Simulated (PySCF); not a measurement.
**La³⁺: dipole response in ANO-RCC-VTZP**

Aim: the static polarisability and the C₆ coefficient of La³⁺, method by method.

Program: PySCF 2.14.0. Level of theory: unrestricted determinants in a Gaussian basis, no spin-orbit coupling in the energies. These are calculated values, not measurements, unless marked.

### 1 Starting point

- Element: lanthanum (Z = 57)
- Basis: ANO-RCC-VTZP (8s7p5d3f2g1h, 104 functions)
- Hamiltonian: the spin-free X2C one-electron Hamiltonian (Gaussian nucleus)
- State 1: La³⁺: [Xe], closed-shell 1S
- Methods: LC-wPBE

Outer shells as boxes (Hund's rule):

La3+ [Xe]
```
[Kr] core
4d [↑↓][↑↓][↑↓][↑↓][↑↓]
5s [↑↓]
5p [↑↓][↑↓][↑↓]
```

One driver process ran all states and methods and kept the integrals in memory. Each run is shown as a PySCF script that sums up its settings (the driver passes frozen orbitals as a list and adds second-order terms of double hybrids); the logs are those of the runs themselves. The driver starts from symmetry-adapted Hartree-Fock orbitals, holds the occupation by maximum overlap and uses a logarithmic radial grid for functionals, so a plain start would take other cycles.

The driver's launch:

```
$ OMP_NUM_THREADS=1 python atomrun2.py TASK.json OUT
```

The integrals over 104 functions and the set-up took 21 s of CPU time.

### 2 La³⁺, at LC-wPBE

**LC-wPBE**

File input.py:

```python
from pyscf import gto, scf, dft, mp, cc
import basis_set_exchange as bse
mol = gto.M(atom="La 0 0 0", charge=3, spin=0, symmetry="D2h",
            basis=gto.basis.parse(bse.get_basis("ANO-RCC-VTZP", elements=["La"], fmt="nwchem", header=False)),
            nucmod="G")
mf = dft.UKS(mol, xc="LC_WPBE").sfx2c1e()
mf.irrep_nelec = {'Ag': (9, 9), 'B1g': (2, 2), 'B2g': (2, 2), 'B3g': (2, 2), 'B1u': (4, 4), 'B2u': (4, 4), 'B3u': (4, 4)}
mf.kernel()
```

Standard output:

```text
damping factor = 0
level_shift factor = 0
DIIS = <class 'pyscf.scf.diis.CDIIS'>
diis_start_cycle = 1
diis_space = 10
diis_damp = 0
SCF conv_tol = 1e-09
SCF conv_tol_grad = None
number electrons alpha = 27  beta = 27
XC functionals = LC_WPBE
    O. A. Vydrov and G. E. Scuseria.,  J. Chem. Phys. 125, 234109 (2006)
cycle= 1 E= -8490.3846873851  delta_E= -0.00457  |g|= 0.00863  |ddm|= 0.0435
cycle= 2 E= -8490.38469819909  delta_E= -1.08e-05  |g|= 0.0028  |ddm|= 0.00316
cycle= 3 E= -8490.38469947945  delta_E= -1.28e-06  |g|= 0.00032  |ddm|= 0.000834
cycle= 4 E= -8490.38469949707  delta_E= -1.76e-08  |g|= 1.07e-05  |ddm|= 9.6e-05
cycle= 5 E= -8490.38469949714  delta_E= -7.09e-11  |g|= 5.18e-07  |ddm|= 9.08e-06
converged SCF energy = -8490.38469949714  <S^2> = 0  2S+1 = 1
```

It used 45 s of CPU time after the integrals (shared host).

Orbital energies by shell (radii are means over both spins):

```csv
shell,electrons,mean orbital energy (eV),spread (eV),rms radius (bohr)
1s,2,-38689.9,0,0.0286
2s,2,-6185.0,0,0.116
2p,6,-5552.6,0,0.104
3s,2,-1347.0,0,0.304
3p,6,-1144.3,0,0.304
3d,10,-850.06,0,0.282
4s,2,-295.84,0,0.695
4p,6,-229.71,0,0.739
4d,10,-132.92,0,0.827
5s,2,-67.713,0,1.64
5p,6,-49.479,0,1.86
```

⟨S²⟩ = 0.000, ⟨L²⟩ = 0.00.

The driver then solved the coupled dipole response at imaginary frequencies: mean α = 7.563 bohr³, C₆ = 47.12 au for a like pair.

The p, d and f levels are scalar averages; spin-orbit coupling splits them strongly at this Z.

Radial density 4πr²ρ of La³⁺ at LC-wPBE, without picture-change correction:

```
r (bohr)   density
0.000544      1.61
0.000916      3.59
 0.00154      7.76
 0.00259      16.0
 0.00436      30.7
 0.00733      52.1
  0.0123      71.8
  0.0207      73.4
  0.0349      65.1
  0.0587      88.3
  0.0987      89.3
   0.166      74.2
   0.279      69.9
   0.470      29.6
   0.790      26.2
    1.33      8.51
    2.24      2.91
    3.76    0.0721
    6.32  6.12e-05
```

### 3 The response side by side

La³⁺, in atomic units:

```csv
method,mean α,C₆ (like pair),S(−4)
LC-wPBE,7.563,47.12,7.149
```

α(iu) at LC-wPBE:

| u (hartree) | α(iu) (bohr³) |
| --- | --- |
| 0 | 7.563 |
| 0.0500 | 7.545 |
| 0.100 | 7.492 |
| 0.200 | 7.288 |
| 0.300 | 6.974 |
| 0.500 | 6.141 |
| 0.750 | 5.010 |
| 1.00 | 4.020 |
| 1.50 | 2.645 |
| 2.00 | 1.850 |
| 3.00 | 1.064 |
| 5.00 | 0.5041 |

### 4 Results

| quantity | value |
| --- | --- |
| α of La³⁺ | 7.563 (LC-wPBE) bohr³ |

In words: A single London oscillator with the computed α and C₆ of La³⁺ at LC-wPBE would have ω = 4 C₆ / (3 α²) = 1.10 hartree. All values hold for this basis alone; no basis-set limit was taken.
